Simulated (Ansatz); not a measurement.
# Be3Ir (I4/mmm): band structure from a Python script

A script is to give a band structure; the system is Be3Ir (I4/mmm).

All numbers are computed with the Python package of Ansatz 0.2.0. Level of theory: DFT PBEsol, plane waves, PAW.

**1. The structure**

It takes space group I4/mmm (No. 139, tetragonal). Conventional cell: a = 3.263 Å, b = 3.263 Å, c = 7.251 Å, α = 90.00°, β = 90.00°, γ = 90.00°. Be (site symmetry -4m2) is surrounded by 8 Be at 2.31 to 2.44 Å and 4 Ir at 2.44 Å. Be (site symmetry 4/mmm) has 4 Ir at 2.31 Å and 8 Be at 2.44 Å as nearest neighbours. Around Ir (site symmetry 4/mmm) lie 12 Be at 2.31 to 2.44 Å.

No structure file is read: the coordinates are typed or built in the script.

**2. Script**

Contents of be3ir.py:

```python
"""Band structure of Be3Ir."""

import ansatz
import matplotlib.pyplot as plt
import numpy as np
from pymatgen.core import Structure
from scipy.ndimage import map_coordinates


def main() -> None:
    vectors = np.array([
        [-1.63161, 1.63161, 3.62557],
        [1.63161, -1.63161, 3.62557],
        [1.63161, 1.63161, -3.62557],
    ])
    cell = (
        ansatz.Lattice.of(vectors)
        .atom("Be", (0.75, 0.25, 0.5))
        .atom("Be", (0.25, 0.75, 0.5))
        .atom("Be", (0.5, 0.5, 0.0))
        .atom("Ir", (0.0, 0.0, 0.0))
    )

    # high-symmetry points in fractions of the reciprocal vectors
    path = [
        ("G", (0.0, 0.0, 0.0)),
        ("X", (0.0, 0.0, 0.5)),
        ("P", (0.25, 0.25, 0.25)),
        ("N", (0.0, 0.5, 0.0)),
        ("G", (0.0, 0.0, 0.0)),
        ("M", (0.5, 0.5, -0.5)),
        ("S", (0.30063, 0.69937, -0.30063)),
    ]
    model = cell.calculation()
    model = model.functional("pbesol")
    model = model.occupations("Gaussian", width=0.05)
    model = model.kpoints(11, 11, 11)
    model = model.basis(38 * ansatz.Ry)
    model = model.band_structure([point for _, point in path], intervals=6).scf(extra_bands=6)
    model = model.density()
    model = model.forces()
    def show(event):
        row = event["data"]
        if event["event"] == "scf_iter" and row.get("harris_foulkes_ev") is not None:
            print(f"  iteration {row['iter']:3d}  Harris-Foulkes {row['harris_foulkes_ev']:.5f} eV  residual {row['dr2_ev']:.2e}")


    outcome = model.session().plan().execute(on_event=show)
    r = outcome.report

    for key in ("converged", "n_iterations", "n_electrons", "n_kpoints", "n_pw", "n_symmetry_ops", "free_energy_ev", "fermi_energy_ev"):
        print(f"{key:18s} {r[key]}")

    final = Structure(outcome.lattice.cell_ang, [s.symbol for s in outcome.lattice.sites], [s.position_frac for s in outcome.lattice.sites])
    # the grid holds the pseudo-density, which differs from the true one inside the cores
    rho = outcome.density()
    total = sum(channel.density_e_per_ang3 for channel in rho.channels[:2])
    grid_cell = np.asarray(rho.fft_grid_basis) @ outcome.lattice.cell_ang
    partner = min(final.get_neighbors(final[0], 5.0), key=lambda n: n.nn_distance)
    line = np.linspace(final[0].coords, partner.coords, 11)
    points = (line @ np.linalg.inv(grid_cell)) * rho.dims
    values = map_coordinates(total, points.T, order=3, mode="grid-wrap")
    print(f"from {final[0].specie} to {partner.specie}, {partner.nn_distance:.3f} A")
    for t, value in zip(np.linspace(0, partner.nn_distance, 11), values):
        print(f"{t:7.3f} A  {value:9.4f} e/A^3")

    if outcome.unlabelled_reasons:
        print("not a label:", outcome.unlabelled_reasons)
    else:
        print(outcome.training_frame().splitlines()[0], "atoms in the frame")

    bands = outcome.band_structure()
    fermi = bands.fermi_energy_ev
    print(f"zero of the bands: {fermi:.3f} eV, the Fermi level found on the SCF mesh")
    reciprocal = 2 * np.pi * np.linalg.inv(outcome.lattice.cell_ang).T
    steps = np.linalg.norm(np.diff(bands.kpoints_frac @ reciprocal, axis=0), axis=1)
    distance = np.concatenate([[0], np.cumsum(steps)])
    fig, ax = plt.subplots(figsize=(5, 4))
    for channel, colour in zip(bands.channels, ("C0", "C3")):
        ax.plot(distance, channel.eigenvalues_ev - fermi, colour, lw=1)
    ax.set_xticks(distance[::6], [label for label, _ in path])
    ax.set(ylim=(-6, 6), ylabel="E - E_F (eV)", xlim=(0, distance[-1]))
    ax.grid(axis="x")
    fig.savefig("bands.png", dpi=100)
    first = bands.channels[0].eigenvalues_ev - fermi
    near = np.argsort(np.abs(first.mean(axis=0)))[:4]
    for band in sorted(near):
        print(f"band {band + 1}: {first[:, band].min():.3f} to {first[:, band].max():.3f} eV")


if __name__ == "__main__":
    main()
```

**3. Launch**

The run is started by

```bash
> python be3ir.py
```

Log:

```text
  iteration   1  Harris-Foulkes -12071.87781 eV  residual 1.05e-02
  iteration   2  Harris-Foulkes -12071.87567 eV  residual 3.52e-03
  iteration   3  Harris-Foulkes -12071.87446 eV  residual 3.48e-04
  iteration   4  Harris-Foulkes -12071.87436 eV  residual 4.16e-06
  iteration   5  Harris-Foulkes -12071.87437 eV  residual 3.46e-07
  iteration   6  Harris-Foulkes -12071.87437 eV  residual 6.66e-09
converged          True
n_iterations       6
n_electrons        23.0
n_kpoints          126
n_pw               1009
n_symmetry_ops     16
free_energy_ev     -12071.874372346298
fermi_energy_ev    13.825392007382082
from Be to Be, 2.307 A
  0.000 A     0.0497 e/A^3
  0.231 A     0.0987 e/A^3
  0.461 A     0.1885 e/A^3
  0.692 A     0.2327 e/A^3
  0.923 A     0.2349 e/A^3
  1.154 A     0.2325 e/A^3
  1.384 A     0.2349 e/A^3
  1.615 A     0.2327 e/A^3
  1.846 A     0.1885 e/A^3
  2.077 A     0.0987 e/A^3
  2.307 A     0.0497 e/A^3
4 atoms in the frame
zero of the bands: 13.825 eV, the Fermi level found on the SCF mesh
band 10: -3.565 to -1.966 eV
band 11: -2.683 to -0.257 eV
band 12: -0.747 to 3.471 eV
band 13: -0.178 to 3.757 eV
```

Run time: 5.5 s. Hardware: 1 thread of Intel Xeon Platinum 8488C (Sapphire Rapids), shared host; peak memory 0.54 GiB.

Lines on the test bed's own set-up are left out of the output.

**4. Size and end state of the run**

From the engine's report, whether the script printed it or not:

```
             item         value
SCF cycles in all             6
  k-points solved           126
      plane waves          1009
            bands            18
valence electrons            23
 free energy (eV)  -12071.87437
 Fermi level (eV)        13.825
```

**5. The bands that the run computed**

The run's results hold a band table, bands.tsv.

From bands.tsv, the levels nearest the Fermi level at the path's corners, in eV from the Fermi level:

| point | band 9 | band 10 | band 11 | band 12 | band 13 | band 14 | band 15 | band 16 |
| --- | --- | --- | --- | --- | --- | --- | --- | --- |
| Γ | -3.57 | -2.04 | -1.91 | 3.47 | 3.47 | 5.54 | 5.54 | 6.13 |
| X | -3.54 | -3.39 | -2.48 | -0.61 | 0.25 | 4.77 | 5.92 | 6.06 |
| P | -2.83 | -2.83 | -1.10 | -0.61 | -0.18 | 2.55 | 6.42 | 6.42 |
| N | -3.21 | -2.42 | -0.91 | -0.57 | 3.24 | 4.55 | 7.23 | 7.29 |
| Γ | -3.57 | -2.04 | -1.91 | 3.47 | 3.47 | 5.54 | 5.54 | 6.13 |
| M | -2.16 | -2.16 | -1.84 | -0.06 | -0.06 | 7.24 | 7.55 | 7.85 |
| S | -3.07 | -2.31 | -1.95 | -0.74 | 3.73 | 5.25 | 7.04 | 7.55 |

**6. The same input on the command line**

Run from a file, the same calculation prints its log.

Contents of input.yaml:

```yaml
crystal:
  lattice:
    - [-1.63161, 1.63161, 3.62557]
    - [1.63161, -1.63161, 3.62557]
    - [1.63161, 1.63161, -3.62557]
  atoms:
    - { symbol: Be, position: [0.75, 0.25, 0.5] }
    - { symbol: Be, position: [0.25, 0.75, 0.5] }
    - { symbol: Be, position: [0.5, 0.5, 0.0] }
    - { symbol: Ir, position: [0.0, 0.0, 0.0] }
basis:
  ecutwfc: 517.0163386738
kpoints:
  mp_grid: { grid: [11, 11, 11] }
  band_path:
    path:
      - [0.0, 0.0, 0.0]
      - [0.0, 0.0, 0.5]
      - [0.25, 0.25, 0.25]
      - [0.0, 0.5, 0.0]
      - [0.0, 0.0, 0.0]
      - [0.5, 0.5, -0.5]
      - [0.30063, 0.69937, -0.30063]
    npoints: 6
hamiltonian:
  xc: pbesol
scf:
  n_extra_bands: 6
  occupations: { method: gaussian, width: 0.05 }
output:
  write_density: true
  forces: true
```

The run is started by

```bash
> ansatz run input.yaml --threads 1 --pin off --max-ram 3072MiB --backend cpu --events-out ev --progress --plain --runs-dir out
```

Log (excerpt; [...] marks lines left out):

```text
Warning: RAYON_NUM_THREADS=1 ignored (pool sized by the plan → 1); use --threads N
scf.n_extra_bands = 6 over 12 filled bands (N_el = 23.0): the run solves 18 bands
[...]
Pseudopotentials: kind: paw
Pseudopotential: Be, paw, valence charge 2, recommended cutoff 420 eV (normal), Be.paw.azcp
Pseudopotential: Ir, paw, valence charge 17, recommended cutoff 420 eV (normal), Ir.paw.azcp
Functional definition: PBEsol
[...]
Crystal: 4 atoms, lattice volume = 38.607 Å³
Basis set: ecut = 517.0163386738 eV, 1009 PW (Γ), exchange–correlation on 64×64×64 points (8 copies of the dense FFT grid, shifted against one another)
Bands: 18, of which v1, the nominal top of the filled ones, is band 12 counted from 1 (11 counted from 0)
Symmetry: 16 space group operations
Space group: I4/mmm (ITA 139), of the structure as read, at distance tolerance 3.4e-5 Å
k-points: 126 of 1331
[...]
SCF iter   1: F=—  HF=-12071.877805 eV  |F-HF|=—  |Δ(HF+E_count)|=         —  Δρ=5.29e-3  dr2=1.05e-2  ethr=1.77e-3  ⟨swp⟩=5.9  Hψ=11302  notcnv=0  defer=23
[...]
SCF iter   6: F=-12071.874372 eV  HF=-12071.874372 eV  |F-HF|=3.62e-9  |Δ(HF+E_count)|=   5.86e-8  Δρ=4.39e-6  dr2=6.66e-9  ethr=4.35e-10  ⟨swp⟩=7.2  Hψ=8860  notcnv=0
[...]
NSCF: frozen V_eff on 37 k-points
SCF converged after 6 iterations
Free energy (F): -12071.874372 eV
[...]
E sigma→0 (E₀):  -12071.873779 eV
Entropy (-TS):   -0.001187 eV (-0.297 meV/atom)
Fermi energy:    13.825392 eV
[...]
--- Forces (eV/Å), atoms counted from 1 ---
  atom   1  Be     0.00000000     0.00000000     0.00000000
  atom   2  Be    -0.00000000     0.00000000    -0.00000000
  atom   3  Be     0.00000000     0.00000000     0.00000000
  atom   4  Ir    -0.00000000     0.00000000     0.00000000
[...]
--- Band table (eV; the first three rows and the last of 126) ---
  k-point 0: bands = ["-78.2160", "-35.0975", "-35.0975", "-35.0973", "3.2024", "9.0106", "9.4115", "10.2604", "10.2604", "11.7897", "11.9146", "17.2961", "17.2961", "19.3637", "19.3637", "19.9595", "20.8751", "21.7887"]
[...]
```

Run time: 4.4 s. Hardware: 1 thread of Intel Xeon Platinum 8488C (Sapphire Rapids), shared host; peak memory 0.44 GiB.

Script and command line differ by 0.000 meV in the energy.

**7. Results**

```
         quantity                                value
      free energy  -12071.8744 eV (-3017.9686 eV/atom)
    largest force                           0.000 eV/Å
bands on the path                cross the Fermi level
```

Bands cross the Fermi level along the path, so it is a metal at this level. All forces vanish by symmetry. No spin polarisation was allowed. Only differences from the Fermi energy are physical; the zero of the scale is a convention. Grid values close to the nuclei reflect the PAW or pseudopotential construction, not the all-electron fields. This cell is a computed structure, which may not be the phase found in nature. Gaps and levels are Kohn-Sham values on a finite set of k-points, without spin-orbit coupling.
